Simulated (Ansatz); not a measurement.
# Relaxation of TaCuN2

Aim: in TaCuN2, a crystal from a database, its volume scaled a little, relax cell and atoms, then read levels, charges and fields where it ends.

Method: DFT, r2SCAN, no spin polarisation, plane waves, PAW, in Ansatz 0.2.0.

### Step 1. The structure

It takes space group R-3m (No. 166, trigonal). The conventional cell has a = 3.145 Å, b = 3.145 Å, c = 17.487 Å, α = 90.00°, β = 90.00°, γ = 120.00°. Ta (site symmetry -3m) is surrounded by 6 N at 2.00 Å. Cu (site symmetry -3m) is surrounded by 2 N at 2.08 Å. N (site symmetry 3m) is surrounded by 3 Ta at 2.00 Å and 1 Cu at 2.08 Å.

Symmetry-reduced, conventional setting; the input below types the cell that was run:

```cif
data_structure
_symmetry_space_group_name_H-M 'R-3m:H'
_symmetry_Int_Tables_number 166
_cell_length_a 3.1449
_cell_length_b 3.1449
_cell_length_c 17.4872
_cell_angle_alpha 90.000
_cell_angle_beta 90.000
_cell_angle_gamma 120.000
_cell_volume 149.78
loop_
_atom_site_label
_atom_site_type_symbol
_atom_site_symmetry_multiplicity
_atom_site_Wyckoff_symbol
_atom_site_fract_x
_atom_site_fract_y
_atom_site_fract_z
_atom_site_occupancy
Ta1 Ta 3 b 0.66667 0.33333 0.83333 1
Cu1 Cu 3 a 0.00000 0.00000 0.00000 1
N1 N 6 c 0.33333 0.66667 0.78567 1
```

It starts from an earlier solution of the starting cell (checkpoint.read).

### Step 2. Relaxing

File input.yaml:

```yaml
crystal:
  lattice:
    - [1.57242655, 0.90784569, 5.8290795]
    - [-1.57242655, 0.90784569, 5.8290795]
    - [0.0, -1.81568134, 5.8290795]
  atoms:
    - { symbol: Ta, position: [0.5, 0.5, 0.5] }
    - { symbol: Cu, position: [0.0, 0.0, 0.0] }
    - { symbol: "N", position: [0.119, 0.119, 0.119] }
    - { symbol: "N", position: [0.881, 0.881, 0.881] }
  symmetry: { tolerance: 0.0003 }
kpoints:
  mp_grid: { grid: [8, 8, 8], shift: [0, 0, 0] }
magnetization:
  spin_polarized: false
scf:
  occupations: { method: fermi_dirac }
  lower_state_search: "off"
hamiltonian:
  pseudopotentials: { kind: paw }
  xc: r2scan
basis:
  ecutwfc: 500
  fft_grid_basis: typed
relax:
  max_steps: 40
  cell: { p_target: 0.0 }
  f_tol: 0.03
output:
  forces: true
  stress: true
  eigenvalues: true
  bader: true
  populations: true
  elf: true
  write_potential: true
  volumetric_format: npy
  dos:
    e_range: [-12, 8]
    de: 0.05
    projected: { site_lists: { Cu: [Cu], "N": ["N"], Ta: [Ta] } }
  write_density: true
checkpoint:
  read: saved_state
```

The run is started by

```
$ ansatz run input.yaml --threads 2 --pin off --max-ram 2560MiB --backend cpu --events-out ev --progress --plain --runs-dir out
```

The log of the run, shortened:

```text
Warning: crystal.lattice misses the space group found at crystal.symmetry.tolerance 3.0e-4 in a digit that the deck types, which is why this is a warning: making the lattice exact moves one of its numbers by a whole unit of that number's last typed decimal, or more. The operation that it [...]
Warning: RAYON_NUM_THREADS=2 ignored (pool sized by the plan → 2); use --threads N
[...]
Pseudopotentials: kind: paw
Pseudopotential: Ta, paw, valence charge 13, recommended cutoff 500 eV (meta_gga), Ta.paw.azcp
Pseudopotential: Cu, paw, valence charge 19, recommended cutoff 500 eV (meta_gga), Cu.paw.azcp
Pseudopotential: N, paw, valence charge 5, recommended cutoff 500 eV (meta_gga), N.paw.azcp
Functional definition: r2SCAN
[...]
Crystal: 4 atoms, lattice volume = 49.927 Å³
Basis set: ecut = 500 eV, 1257 PW (Γ), exchange–correlation on 180×180×180 points (64 copies of the dense FFT grid, shifted against one another)
Bands: 26, of which v1, the nominal top of the filled ones, is band 21 counted from 1 (20 counted from 0)
Symmetry: 12 space group operations
Space group: R-3m (ITA 166), of the structure as read, at distance tolerance 1.1e-3 Å
k-points: 65 of 512
[...]
SCF iter   1: F=-17346.488865 eV  HF=-17346.479378 eV  |F-HF|=9.49e-3  |Δ(HF+E_count)|=         —  Δρ=1.63e-3  dr2=7.61e-4  dr2_τ=2.94e-3  ethr=1.75e-6  ⟨swp⟩=2.9  Hψ=10700  notcnv=0
[...]
relax step   1: F+E_penalty+E_count = -17346.48957674 eV  Δ(F+E_penalty+E_count) = +0.000e0 eV  max|allowed force component| = 6.520e0 eV/Å  Δτ_max = 0.0000 Å  P = +18.513 GPa  Ω = 49.927 Å³  (7 SCF iters, dr2 threshold 1.00e-7 eV, accepted)
[...]
relax step   2: F+E_penalty+E_count = -17347.84139244 eV  Δ(F+E_penalty+E_count) = -1.352e0 eV  max|allowed force component| = 7.374e-1 eV/Å  Δτ_max = 0.1983 Å  P = -6.047 GPa  Ω = 51.207 Å³  energy of the carried Pulay correction = -6.701e-4 eV  (8 SCF iters, dr2 threshold 4.00e-7 eV, accepted)
[...]
relax step   3: F+E_penalty+E_count = -17347.98545511 eV  Δ(F+E_penalty+E_count) = -1.441e-1 eV  max|allowed force component| = 1.099e-1 eV/Å  Δτ_max = 0.0286 Å  P = +0.039 GPa  Ω = 49.463 Å³  energy of the carried Pulay correction = +2.470e-4 eV  (8 SCF iters, dr2 threshold 4.00e-7 eV, accepted)
[...]
```

### Step 3. More of the same log

Output, continued:

```text
SCF iter   1: F=-17347.986307 eV  HF=-17347.985995 eV  |F-HF|=3.12e-4  |Δ(HF+E_count)|=         —  Δρ=1.28e-3  dr2=5.57e-4  dr2_τ=1.18e-3  ethr=1.26e-6  ⟨swp⟩=2.3  Hψ=9374  notcnv=0
preconditioner: auto → none  [insulator: Δε(μ)=0.752 eV  Ē_g=9.039 eV  σ=0.100 eV  W_gap=0.95  n_scr=16 (ndim 8)  ℏωp=26.9 eV  f_vac=0.002  D(μ)=0.01/eV (n_scr^D=0)  ε∞_Penn≈9.9]
SCF iter   2: F=-17347.986184 eV  HF=-17347.986742 eV  |F-HF|=5.57e-4  |Δ(HF+E_count)|=   7.46e-4  Δρ=1.14e-3  dr2=4.53e-4  dr2_τ=2.93e-5  ethr=1.26e-6  ⟨swp⟩=2.0  Hψ=3315  notcnv=0
SCF iter   3: F=-17347.986522 eV  HF=-17347.986657 eV  |F-HF|=1.35e-4  |Δ(HF+E_count)|=   8.49e-5  Δρ=6.84e-4  dr2=1.62e-4  dr2_τ=2.23e-6  ethr=1.08e-6  ⟨swp⟩=2.0  Hψ=2636  notcnv=0
SCF iter   4: F=-17347.986574 eV  HF=-17347.986578 eV  |F-HF|=4.09e-6  |Δ(HF+E_count)|=   7.85e-5  Δρ=2.09e-4  dr2=1.37e-5  dr2_τ=2.43e-6  ethr=3.85e-7  ⟨swp⟩=2.0  Hψ=1991  notcnv=0
SCF iter   5: F=-17347.986579 eV  HF=-17347.986579 eV  |F-HF|=5.42e-7  |Δ(HF+E_count)|=   4.00e-7  Δρ=5.45e-5  dr2=5.06e-7  dr2_τ=1.49e-7  ethr=3.26e-8  ⟨swp⟩=2.2  Hψ=2262  notcnv=0
SCF iter   6: F=-17347.986579 eV  HF=-17347.986579 eV  |F-HF|=7.27e-8  |Δ(HF+E_count)|=   5.35e-7  Δρ=1.81e-5  dr2=5.78e-8  dr2_τ=9.90e-9  ethr=9.52e-10  ⟨swp⟩=9.8  Hψ=12539  notcnv=0
SCF 4 converged in 6 iterations: F = -17347.986579 eV  dr2 = 5.78e-8
relax step   4: F+E_penalty+E_count = -17347.98657916 eV  Δ(F+E_penalty+E_count) = -1.124e-3 eV  max|allowed force component| = 1.152e-2 eV/Å  Δτ_max = 0.0016 Å  P = -0.106 GPa  Ω = 49.484 Å³  energy of the carried Pulay correction = +2.356e-4 eV  (6 SCF iters, dr2 threshold 4.00e-7 eV, accepted)
Crystal: 4 atoms, lattice volume = 49.467 Å³
iter 1 solved again at ethr=9.03e-8 eV; its pass at ethr=3.10e-3 eV (dr2=3.79e-5 eV) is discarded
SCF iter   1: F=-17347.986650 eV  HF=-17347.986625 eV  |F-HF|=2.49e-5  |Δ(HF+E_count)|=         —  Δρ=2.95e-4  dr2=3.59e-5  dr2_τ=9.05e-5  ethr=9.03e-8  ⟨swp⟩=2.3  Hψ=8963  notcnv=0
preconditioner: auto → none  [insulator: Δε(μ)=0.752 eV  Ē_g=9.043 eV  σ=0.100 eV  W_gap=0.95  n_scr=16 (ndim 8)  ℏωp=26.9 eV  f_vac=0.002  D(μ)=0.01/eV (n_scr^D=0)  ε∞_Penn≈9.9]
SCF iter   2: F=-17347.986652 eV  HF=-17347.986676 eV  |F-HF|=2.40e-5  |Δ(HF+E_count)|=   5.02e-5  Δρ=2.37e-4  dr2=2.22e-5  dr2_τ=2.66e-6  ethr=8.54e-8  ⟨swp⟩=2.0  Hψ=3052  notcnv=0
SCF iter   3: F=-17347.986665 eV  HF=-17347.986672 eV  |F-HF|=6.80e-6  |Δ(HF+E_count)|=   3.68e-6  Δρ=1.55e-4  dr2=8.12e-6  dr2_τ=1.32e-7  ethr=5.28e-8  ⟨swp⟩=2.0  Hψ=2419  notcnv=0
SCF iter   4: F=-17347.986671 eV  HF=-17347.986671 eV  |F-HF|=2.01e-9  |Δ(HF+E_count)|=   9.17e-7  Δρ=5.12e-5  dr2=7.46e-7  dr2_τ=9.80e-8  ethr=1.93e-8  ⟨swp⟩=2.0  Hψ=1981  notcnv=0
SCF iter   5: F=-17347.986671 eV  HF=-17347.986671 eV  |F-HF|=3.81e-8  |Δ(HF+E_count)|=   1.68e-7  Δρ=1.43e-5  dr2=9.22e-8  dr2_τ=1.52e-8  ethr=9.52e-10  ⟨swp⟩=9.5  Hψ=11722  notcnv=0
SCF 5 converged in 5 iterations: F = -17347.986671 eV  dr2 = 9.22e-8
relax step   5: F+E_penalty+E_count = -17347.98667123 eV  Δ(F+E_penalty+E_count) = -9.207e-5 eV  max|allowed force component| = 2.016e-2 eV/Å  Δτ_max = 0.0008 Å  P = +0.046 GPa  Ω = 49.467 Å³  energy of the carried Pulay correction = +2.447e-4 eV  (5 SCF iters, dr2 threshold 4.00e-7 eV, accepted)
Crystal: 4 atoms, lattice volume = 49.462 Å³
iter 1 solved again at ethr=1.67e-8 eV; its pass at ethr=3.10e-3 eV (dr2=7.01e-6 eV) is discarded
SCF iter   1: F=-17347.986684 eV  HF=-17347.986687 eV  |F-HF|=2.51e-6  |Δ(HF+E_count)|=         —  Δρ=1.42e-4  dr2=7.05e-6  dr2_τ=2.93e-5  ethr=1.67e-8  ⟨swp⟩=2.0  Hψ=8847  notcnv=0
preconditioner: auto → none  [insulator: Δε(μ)=0.745 eV  Ē_g=9.042 eV  σ=0.100 eV  W_gap=0.95  n_scr=16 (ndim 8)  ℏωp=26.9 eV  f_vac=0.002  D(μ)=0.01/eV (n_scr^D=0)  ε∞_Penn≈9.9]
SCF iter   2: F=-17347.986669 eV  HF=-17347.986693 eV  |F-HF|=2.35e-5  |Δ(HF+E_count)|=   5.72e-6  Δρ=2.25e-4  dr2=2.07e-5  dr2_τ=3.03e-7  ethr=1.67e-8  ⟨swp⟩=2.0  Hψ=3055  notcnv=0  recentre
SCF iter   3: F=-17347.986689 eV  HF=-17347.986689 eV  |F-HF|=4.04e-7  |Δ(HF+E_count)|=   3.58e-6  Δρ=4.16e-5  dr2=7.12e-7  dr2_τ=1.80e-8  ethr=1.67e-8  ⟨swp⟩=2.2  Hψ=2461  notcnv=0
SCF iter   4: F=-17347.986689 eV  HF=-17347.986689 eV  |F-HF|=1.16e-8  |Δ(HF+E_count)|=   5.93e-8  Δρ=1.25e-5  dr2=5.46e-8  dr2_τ=1.16e-8  ethr=1.69e-9  ⟨swp⟩=2.2  Hψ=2431  notcnv=0
SCF iter   5: F=-17347.986689 eV  HF=-17347.986689 eV  |F-HF|=1.48e-9  |Δ(HF+E_count)|=   9.05e-9  Δρ=5.48e-6  dr2=6.23e-9  dr2_τ=4.07e-10  ethr=2.99e-11  ⟨swp⟩=8.0  Hψ=9857  notcnv=0
SCF 6 converged in 5 iterations: F = -17347.986689 eV  dr2 = 6.23e-9
relax step   6: F+E_penalty+E_count = -17347.98668894 eV  Δ(F+E_penalty+E_count) = -1.771e-5 eV  max|allowed force component| = 2.411e-3 eV/Å  Δτ_max = 0.0008 Å  P = +0.025 GPa  Ω = 49.462 Å³  energy of the carried Pulay correction = +2.477e-4 eV  (5 SCF iters, dr2 threshold 1.25e-8 eV, accepted)
Initial wavefunctions: pseudopotential atomic-orbital guess (no wavefunctions were taken with the density)
iter 1 solved again at ethr=7.36e-8 eV; its pass at ethr=3.10e-3 eV (dr2=3.09e-5 eV) is discarded
SCF iter   1: F=-17347.986522 eV  HF=-17347.986522 eV  |F-HF|=5.47e-8  |Δ(HF+E_count)|=         —  Δρ=2.30e-5  dr2=4.26e-8  dr2_τ=1.37e-7  ethr=7.36e-8  ⟨swp⟩=3.5  Hψ=11925  notcnv=0
preconditioner: auto → none  [insulator: Δε(μ)=0.747 eV  Ē_g=9.043 eV  σ=0.100 eV  W_gap=0.95  n_scr=16 (ndim 8)  ℏωp=26.9 eV  f_vac=0.002  D(μ)=0.01/eV (n_scr^D=0)  ε∞_Penn≈9.9]
SCF iter   2: F=-17347.986470 eV  HF=-17347.986470 eV  |F-HF|=1.37e-8  |Δ(HF+E_count)|=   5.26e-5  Δρ=1.78e-5  dr2=6.52e-8  dr2_τ=7.78e-9  ethr=1.02e-10  ⟨swp⟩=2.3  Hψ=3141  notcnv=0
SCF iter   3: F=-17347.986469 eV  HF=-17347.986470 eV  |F-HF|=3.92e-7  |Δ(HF+E_count)|=   7.29e-8  Δρ=2.78e-5  dr2=3.38e-7  dr2_τ=3.60e-9  ethr=1.02e-10  ⟨swp⟩=2.1  Hψ=3072  notcnv=0  recentre
SCF iter   4: F=-17347.986470 eV  HF=-17347.986470 eV  |F-HF|=6.55e-11  |Δ(HF+E_count)|=   5.83e-8  Δρ=1.43e-6  dr2=6.69e-10  dr2_τ=1.46e-10  ethr=1.02e-10  ⟨swp⟩=2.0  Hψ=3055  notcnv=0
SCF iter   5: F=-17347.986470 eV  HF=-17347.986470 eV  |F-HF|=7.64e-11  |Δ(HF+E_count)|=  2.07e-10  Δρ=7.05e-7  dr2=8.78e-11  dr2_τ=3.83e-11  ethr=1.59e-12  ⟨swp⟩=2.0  Hψ=2387  notcnv=0
SCF iter   6: F=-17347.986470 eV  HF=-17347.986470 eV  |F-HF|=7.28e-12  |Δ(HF+E_count)|=  1.06e-10  Δρ=2.58e-7  dr2=2.00e-11  dr2_τ=5.86e-12  ethr=1.00e-12  ⟨swp⟩=6.2  Hψ=7807  notcnv=0
SCF 7 converged in 6 iterations: F = -17347.986470 eV  dr2 = 2.00e-11
relax step   7: F+E_penalty+E_count = -17347.98646973 eV  Δ(F+E_penalty+E_count) = +2.192e-4 eV  max|allowed force component| = 2.338e-3 eV/Å  Δτ_max = 0.0000 Å  P = +0.017 GPa  Ω = 49.462 Å³  stress off target by 2.28e-2 GPa  SCF on the basis re-selected at this cell (its energy is not comparable with the rows above)  (6 SCF iters)
basis re-selected at this cell: Δ(F+E_penalty+E_count) = +2.192e-4 eV, ΔP = -0.008 GPa vs the last step (what re-selecting the basis moved, of the pressure what is left beyond the Pulay correction that the steps carried, after the strain that the cell walked since its last selection, with what the two solves' SCF thresholds leave and, on support functions, any second-order correction that the steps lacked; it is no measure of the basis error at this ecutwfc). This SCF's stress stands 2.28e-2 GPa from its target on what of the cell is left free (relax.cell.stress_tol is 5.00e-2 GPa) and its largest allowed force component is 2.34e-3 eV/Å (relax.f_tol is 3.00e-2 eV/Å): within both
SCF converged after 6 iterations
Free energy (F): -17347.986470 eV
Harris-Foulkes:  -17347.986470 eV  (|F-HF|=7.28e-12)
Internal energy: -17347.985517 eV  (E = F + TS)
E sigma→0 (E₀):  -17347.985993 eV
Entropy (-TS):   -0.000953 eV (-0.238 meV/atom)
Fermi energy:    13.185959 eV
--- Per-component energies (eV) ---
  E_band       = -614.444341
  E_kinetic    = 927.539322
  E_local      = -6088.610590  (includes V_loc(G=0)·N_el)
  E_nonlocal   = 503.269129
  E_hartree    = 2591.473151
  E_xc         = -406.535157
  E_vxc        = -513.502947  (∫ρ·V_xc dr)
  E_paw        = -10361.334964  (= ΣΔE_a)
  E_vpaw       = -655.399973  (= ΣTr[D̂ρ^β])
  E_aug_tail   = 0.000287  (compensation charges beyond the density's cutoff)
  E_vtau       = 29.314290  (kinetic-family band-sum trace: ∫τ·v_τ [+ j·A + Jᵃ·Aᵃ] dr)
  E_ewald      = -4512.670178
  E_core_change = -1.116517  (= ΣΔE_core)
  E_smearing   = -0.000953  (= −TS)
  E_closure    = 0.000000  (closes the sum)
  Σ components = -17347.986470   (vs F -17347.986470, Δ=0.00e0)
--- Forces (eV/Å), atoms counted from 1 ---
  atom   1  Ta    -0.00000000     0.00000000     0.00000000
  atom   2  Cu     0.00000000     0.00000000    -0.00000000
  atom   3  N      0.00000000     0.00000000     0.00233845
  atom   4  N     -0.00000000    -0.00000000    -0.00233845
  max |Σ_I F_I| component: 1.39e-17 eV/Å
--- Stress (GPa, compression-positive) ---
        0.014397       0.000000       0.000000
        0.000000       0.014397       0.000000
        0.000000       0.000000       0.022813
  P = ⅓ Tr σ = 0.0172 GPa (0.172 kbar)
--- Band table (eV; the first three rows and the last of 65) ---
  k-point 0: bands = ["-102.7570", "-58.7824", "-58.5012", "-58.5012", "-57.9143", "-23.8227", "-23.4895", "-23.4895", "-4.3757", "-1.6276", "5.0234", "7.1354", "7.1354", "9.5067", "10.2848", "10.9123", "10.9123", "11.0847", "11.0847", "11.7222", "11.7222", "14.3215", "14.3215", "14.7506", "17.5998", "20.9723"]
  k-point 1: bands = ["-102.7569", "-58.7823", "-58.5020", "-58.5014", "-57.9090", "-23.8050", "-23.5867", "-23.5099", "-4.0824", "-1.7973", "5.3153", "6.9409", "7.3406", "9.4487", "10.4189", "10.7741", "10.8481", "11.0089", "11.0617", "11.2776", "11.4168", "14.5560", "14.9200", "14.9997", "17.8545", "19.8723"]
  k-point 2: bands = ["-102.7568", "-58.7821", "-58.5039", "-58.5019", "-57.8964", "-23.8174", "-23.7589", "-23.5589", "-3.3738", "-2.1554", "6.0476", "6.8022", "7.7887", "8.4467", "10.1187", "10.1522", "10.5285", "11.0549", "11.1559", "11.5341", "11.8432", "14.5352", "15.4918", "16.0071", "17.9375", "19.5517"]
  k-point 64: bands = ["-102.7570", "-58.7824", "-58.5012", "-58.5012", "-57.9142", "-23.8232", "-23.4895", "-23.4895", "-4.1901", "-2.0290", "6.3473", "7.2740", "7.2740", "8.2345", "9.5822", "10.0878", "10.0878", "10.9228", "10.9228", "12.8421", "12.8421", "14.2626", "14.2626", "16.1787", "17.9064", "20.2544"]
--- Relaxed structure (6 steps of the walk, 6 accepted, 1 SCFs on fresh bases) ---
  F+E_penalty+E_count = -17347.98646973 eV   max|allowed force component| = 2.338e-3 eV/Å   (the final SCF, on the basis selected at the relaxed cell)
  cell:  # Å, volume = 49.4616 Å³
    - [1.5695933674484568, 0.906206816956304, 5.795669053471267]
    - [-1.5695933674484568, 0.906206816956304, 5.795669053471267]
    - [-9.831816771562135e-33, -1.812408642687437, 5.795669833894324]
  atoms:
    - { symbol: Ta, position: [0.49999999999999994, 0.49999999999999994, 0.5] }
    - { symbol: Cu, position: [1.4569905276998735e-19, 1.4569905276998894e-19, 1.4569922781094774e-19] }
    - { symbol: N, position: [0.10611260982428668, 0.10611260982428668, 0.10611260982428669] }
    - { symbol: N, position: [0.8938873901757131, 0.8938873901757131, 0.8938873901757132] }
--- Löwdin populations: 4 sites ---
  site symbol       q [e]
     0     Ta     11.5964
     1     Cu     18.3799
     2      N      5.9299
     3      N      5.9299
  spilling = 0.003904 (of n_electrons = 42.000000)
--- Bader charges: 4 sites ---
  site symbol  charge [e]  shift [e]
     0     Ta      2.6580     0.0025
     1     Cu      0.5724     0.0065
     2      N     -1.6153     0.0045
     3      N     -1.6152     0.0045
  estimated error of the sums over rays = 4.2e-4 e
```

It took 76 s on 2 threads of Arm Neoverse V1, shared host; peak memory 0.87 GiB.

The steps of the relaxation:

```tsv
step	energy from step 1 (eV/cell)	largest force component (eV/Å)	pressure (GPa)	volume (Å³)
1	0.0000	6.5200	18.51	49.93
2	-1.3518	0.7374	-6.05	51.21
3	-1.4959	0.1099	0.04	49.46
4	-1.4970	0.0115	-0.11	49.48
5	-1.4971	0.0202	0.05	49.47
6	-1.4971	0.0024	0.03	49.46
7	-1.4969	0.0023	0.02	49.46
```

Step 1 is the start. Step 7 repeats the geometry before on a plane-wave basis chosen anew for that cell, so the energy can jump there without any move; the table keeps such jumps.

| input's cell | before | after | change |
| --- | --- | --- | --- |
| a (Å) | 6.105 | 6.072 | -0.5 % |
| b (Å) | 6.105 | 6.072 | -0.5 % |
| c (Å) | 6.105 | 6.072 | -0.5 % |
| α (°) | 29.85 | 29.96 | +0.11° |
| β (°) | 29.85 | 29.96 | +0.11° |
| γ (°) | 29.85 | 29.96 | +0.11° |
| volume (Å³/atom) | 12.48 | 12.37 | -0.9 % |

The largest move, 0.22 Å, apart from the change of the cell, is shared by several atoms, N3 among them.

### Step 4. Total and projected density of states

Counts of states in windows (eV from the Fermi level; tetrahedra), total and projected:

```tsv
from	to	total	Cu d	N p	Ta d
-8.0	-7.0	1.01	0.07	0.55	0.27
-7.0	-6.0	1.96	0.14	1.16	0.50
-6.0	-5.0	3.12	0.33	1.86	0.78
-5.0	-4.0	2.14	0.27	1.37	0.33
-4.0	-3.0	3.38	1.22	1.72	0.25
-3.0	-2.0	4.13	3.33	0.54	0.11
-2.0	-1.0	5.33	3.72	1.09	0.30
-1.0	0.0	0.93	0.52	0.25	0.05
0.0	1.0	0.24	0.01	0.05	0.14
1.0	2.0	2.03	0.07	0.34	1.36
2.0	3.0	1.56	0.03	0.27	0.95
3.0	4.0	2.61	0.03	0.38	1.73
```

On the mesh the valence top lies at -0.34 eV and the conduction bottom at 0.40 eV on this scale.

### Step 5. Atomic charges

Gathered by element (positive charge: electrons given up): Löwdin charges also hold the electrons that the projection spills.

```tsv
element	atoms	Bader charge (e)	Bader volume (Å³)	Löwdin charge (e)
Ta	1	+2.66	9.8	+1.40
Cu	1	+0.57	14.9	+0.62
N	2	-1.62	12.4	-0.93
```

The Löwdin projection spills 0.4 % of the electrons and depends on the orbitals chosen; where it disagrees with Bader's partition, neither is an observable.

### Step 6. Maps of the fields

Maps in the plane spanned by b and c at height 0.500 along a (axes of the input's cell), one cell: b runs left to right (18 points from zero), c bottom to top (18 points), 30° apart. Near the nuclei they are pseudo-fields.

Valence density. Ten steps from '0' (0.06 e/Å³) to '9' (4.54 e/Å³), finer at the low end (step k begins (100^(k/10) - 1)/99 of the way up):
```
333432100000001344
433443210001100134
344454320000110013
234567531000011001
123478874100001100
012358998410000110
001237999852000010
000014899985100000
000001489998410000
000000158999841000
001000025899973210
001100001489985321
100110000147887432
210011000013576543
331001100002345444
443100110001234433
344310000000123433
334321000000012343
```

ELF. Ten even steps from '0' (0.01) to '9' (0.74):
```
423554100111112687
731123210011111368
751121111001111136
552256310001111112
243169961000111111
012139999201111111
101116968920101111
100101981592000011
110000295059200001
111000029518910100
111110102986961110
011111110299993121
211111100016996134
521111110001365225
763111110011112115
786311111001232113
478621111100145532
247752011111025774
```

Atoms within 0.2 Å of the plane, in fractions of b and c: Ta at (0.50, 0.50).

Along short contacts, where the density is least:

```tsv
contact	length (Å)	minimum at (fraction)	density (e/Å³)	ELF
Cu2–N3	1.845	deep in a PAW sphere	–	–
Ta1–N3	2.096	0.53	0.745	0.32
```

```
fraction  Cu2–N3  Ta1–N3
     0.2    19.6    4.57
     0.3    5.28    3.26
     0.4    1.52    1.49
     0.5   0.873   0.759
     0.6    1.18   0.927
     0.7    2.02    1.65
     0.8    3.11    2.93
```

(Smooth valence density in e/Å³ at fractions of each contact.)

### Step 7. What came out

| quantity | value |
| --- | --- |
| moves | 5 |
| energy gained | 374.3 meV/atom |
| largest move | 0.22 Å (N) |
| space group (0.01 Å), before / after | R-3m / R-3m |
| cell | a = 6.072 Å, b = 6.072 Å, c = 6.072 Å, α = 29.96°, β = 29.96°, γ = 29.96° |
| volume | 12.37 Å³/atom (-0.9 %) |
| pressure at the end | 0.02 GPa |
| formation energy (elements from separate runs) | -0.70 eV/atom |
| gap (mesh) | 0.75 eV, indirect |
| least direct gap | 0.99 eV |
| Bader charges | Ta +2.66, Cu +0.57, N -1.62 e |

What this shows: The volume shrank by 0.9 %, and the largest move of an atom is 0.22 Å apart from the change of the cell; the energy fell by 374.3 meV per atom. With 12 symmetry operations imposed, the end may be a saddle point towards distortions that break them. It is gapped: 0.75 eV, with the least direct gap at 0.99 eV; within 0.7 eV of the edges the states project mainly on Cu d (56 %) and N p (27 %) below and Ta d (59 %) and N p (19 %) above. Spin-orbit coupling is left out, and with elements this heavy it can move the gap by tenths of an eV. Set against separate runs on the elements (Ta bcc, Cu fcc, N2 molecule), it forms at -0.70 eV per atom, which says nothing yet of rival compounds. Ta loses most charge (+2.66 e on average) and N gains most (-1.62 e).
